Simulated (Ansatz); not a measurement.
Task: a comparison of enthalpies under pressure of two structures of Cs, with Ansatz 0.2.0 through its Python package. Give the script and its output. Use (first run): PBEsol, PAW, cutoff 571 eV, 4×4×4 k-points, Fermi-Dirac smearing of 0.05 eV.

The script, `transition.py`:
```python
'''Enthalpies of two structures of Cs under pressure.'''

import warnings

import ansatz
import numpy as np


def diamond(A, a):
    return ansatz.Crystal.diamond(A, a=a)


def fcc(A, a):
    return (
        ansatz.Lattice.fcc(a)
        .space_group(225)
        .atom(A, (0, 0, 0))
        .primitive()
    )


def solve(name, crystal, pressure=0.0):
    calc = crystal.calculation()
    calc = calc.functional('pbesol').basis(21 * ansatz.Ha)
    calc = calc.scf(tolerance=1e-07)
    calc = calc.kpoints(spacing=0.3).occupations('fermi_dirac', width=0.05)
    calc = calc.relax(force_tolerance=0.02, cell=True, pressure=pressure)
    return calc.run(threads=1)


def volume_per_atom(outcome):
    return abs(np.linalg.det(outcome.lattice.cell_ang)) / len(outcome.lattice.sites)

warnings.simplefilter('ignore', ansatz.DeckWarning)

phases = {}
phases['diamond'] = diamond('Cs', 10.51)
phases['fcc'] = fcc('Cs', 7.64)

# H = E + PV, with 1 eV per cubic angstrom equal to 160.2 GPa
pressures = [0, 5, 10, 20]
enthalpy, volume = {name: [] for name in phases}, {name: [] for name in phases}
for p in pressures:
    for name, crystal in phases.items():
        o = solve(name, crystal, pressure=p)
        volume[name].append(volume_per_atom(o))
        enthalpy[name].append(o.report['energy_sigma0_ev'] / len(o.lattice.sites) + p * volume[name][-1] / 160.21766)
gap = np.array(enthalpy['fcc']) - np.array(enthalpy['diamond'])
rows = [(p, va, vb, 1000 * d) for p, va, vb, d in zip(pressures, volume['diamond'], volume['fcc'], gap)]
print('   P (GPa)  V diamond (A^3/atom)  V fcc (A^3/atom)  H(fcc) - H(diamond) (meV/atom)')
for row in rows:
    print(f'{row[0]:10d}  {row[1]:20.3f}  {row[2]:16.3f}  {row[3]:+30.1f}')
crossings = [p0 - g0 * (p1 - p0) / (g1 - g0) for p0, p1, g0, g1 in zip(pressures, pressures[1:], gap, gap[1:]) if g0 * g1 < 0]
print('crossing near', [round(float(p), 1) for p in crossings], 'GPa') if crossings else print('no crossing in this range')
```

```console
$ python transition.py
   P (GPa)  V diamond (A^3/atom)  V fcc (A^3/atom)  H(fcc) - H(diamond) (meV/atom)
         0               168.888           107.564                          -305.7
         5                53.912            41.923                          -549.9
        10                45.885            31.360                          -946.3
        20                38.491            26.534                         -1755.7
no crossing in this range
```

Notes:
- At a fixed pressure a relaxation lowers the enthalpy F + PV, while F alone can rise.
- For the metals among these phases the mesh is modest: differences between phases can be off by up to 40 meV an atom.
- The program warned that this SCF threshold is loose for forces or stresses.
- Only these two structures are compared, at zero temperature and with their symmetry kept; either may be hypothetical, and another phase may be lower than both. Differences under about 40 meV an atom lie within the error of mesh and functional.
- The cells are prototypes set up for this calculation and needn't exist.
- The script silences the warnings on its input, which a real study should read.
- Finished in 3.7 min on 1 thread of Arm Neoverse N1 (shared host), peak memory 0.66 GiB.

(Lines on the test bed's own set-up are left out of the output.)
